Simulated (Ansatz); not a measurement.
# HNSiTe (SMILES N1=[SiH][Te]1): functionals against CCSD(T) at one geometry

The task here is to estimate one member of a computed series from the others.

Method: single points in def2-TZVPP; program: Ansatz 0.2.0, Gaussian basis.

Correlated methods freeze the cores. Filled d shells of the heavier atoms are correlated. Core potentials replace the inner electrons past krypton, and spin-orbit coupling is left out.

### Starting geometry

SMILES `N1=[SiH][Te]1`, 4 atoms, charge 0, spin multiplicity 1.

Atoms are counted from 1 here; the program's logs count them from 0.

Bond lengths: N1–Si2 1.547 Å, Si2–Te3 2.455 Å, Si2–H4 1.511 Å. Angles: N1–Si2–Te3 70.3°, N1–Si2–H4 156.5°, Te3–Si2–H4 132.8°.

Coordinates:

```xyz
4
charge 0, multiplicity 1
N     0.47380   -1.06940   -0.66020
Si    0.29330    0.36720   -0.11400
Te   -1.32100   -1.13630    0.96260
H     0.50070    1.86240   -0.05410
```

Set-up of the first run:

run/in.yaml reads:

```yaml
crystal:
  periodic: [false, false, false]
  atoms:
    - {symbol: N, position_ang: [0.473800, -1.069400, -0.660200]}
    - {symbol: Si, position_ang: [0.293300, 0.367200, -0.114000]}
    - {symbol: Te, position_ang: [-1.321000, -1.136300, 0.962600]}
    - {symbol: H, position_ang: [0.500700, 1.862400, -0.054100]}
basis:
  gaussian: {orbitals: def2-TZVPP}
correlation: {method: ccsd_t}
output: {forces: true}
```

No record of the launch command was kept for these runs.

Among the steps run: CCSD(T)/def2-TZVPP; PBE0-D4/def2-TZVPP; wB97M-V/def2-TZVPP; r2SCAN-D4/def2-TZVPP; PBE-D4/def2-TZVPP; wB97X-V/def2-TZVPP; LC-wPBE/def2-TZVPP.

One of the session's tables, all rows but one given; the rest of the session is left out.

| method | RMS force component (eV/Å) | angle to CCSD(T) forces (°) | dipole (D) |
| --- | --- | --- | --- |
| CCSD(T) | 2.024 | reference | 3.57 |
| PBE0-D4 | 1.654 | 8.7 | 3.73 |
| wB97M-V | 1.544 | 11.4 | 3.94 |
| r2SCAN-D4 | ? | ? | ? |
| PBE-D4 | 1.929 | 3.4 | 3.36 |
| wB97X-V | 1.567 | 13.5 | 3.99 |
| LC-wPBE | 1.463 | 20.9 | 4.07 |

**Question.** Estimate the row for r2SCAN-D4.

As computed: RMS force component (eV/Å): 1.773; angle to CCSD(T) forces (°): 4.8; dipole (D): 3.59. In the column «RMS force component (eV/Å)» it lies between PBE0-D4 (1.654) and PBE-D4 (1.929).
